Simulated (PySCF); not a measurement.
# FH3OSSi: the cost of one run

Computed with PySCF 2.14.0; each step states its level. No surroundings beyond the atoms listed, unless a continuum is named. Atoms count from 0, parts from 1.

## 1. The system as given

Each species was relaxed by itself at PBE0-D3(BJ)/def2-SVPD.

## 2. Energies of the species: wB97M-D3(BJ)/def2-TZVPD

The job: settings as JSON, then the geometry in Å.

```
{"job": {"kind": "react", "xc": "wB97M-D3(BJ)", "basis": "def2-TZVPD"}, "charge": 0, "multiplicity": 1}
-1 F2H2OSi charge 0 multiplicity 1
O      0.673640    -1.076370    -0.228690
Si    -0.030340     0.390730    -0.063690
F     -0.173590     0.796940     1.497260
F     -1.547660     0.375470    -0.628920
H      0.293160    -1.859850     0.175740
H      0.772620     1.388460    -0.778850

-1 H2S charge 0 multiplicity 1
S     -0.010200     0.615390     0.009100
H     -0.979780    -0.323810    -0.006630
H      0.969970    -0.312710    -0.008800

+1 FH3OSSi charge 0 multiplicity 1
O     -0.897430     1.052790    -0.125360
Si    -0.161860    -0.428720    -0.168010
F     -0.468130    -1.162050     1.260100
S      1.912820    -0.130060    -0.481540
H     -1.778090     1.112810     0.254830
H     -0.673870    -1.337660    -1.217870
H      1.983120     0.883900     0.411790

+1 FH charge 0 multiplicity 1
F      0.458920    -0.004680    -0.032500
H     -0.458920     0.004680     0.032500
```

Method: wB97M-D3(BJ)/def2-TZVPD reaction energy of separated species, gas phase.

Run with:

```bash
$ OMP_NUM_THREADS=1 python cluster_run.py task.json out
```

The driver reads the jobs from task.json and runs them one after another.

Q: Estimate the wall time and peak memory of this first job on 1 thread of Arm Neoverse V1, shared host.

About 24 s, with a peak of 0.65 GiB.
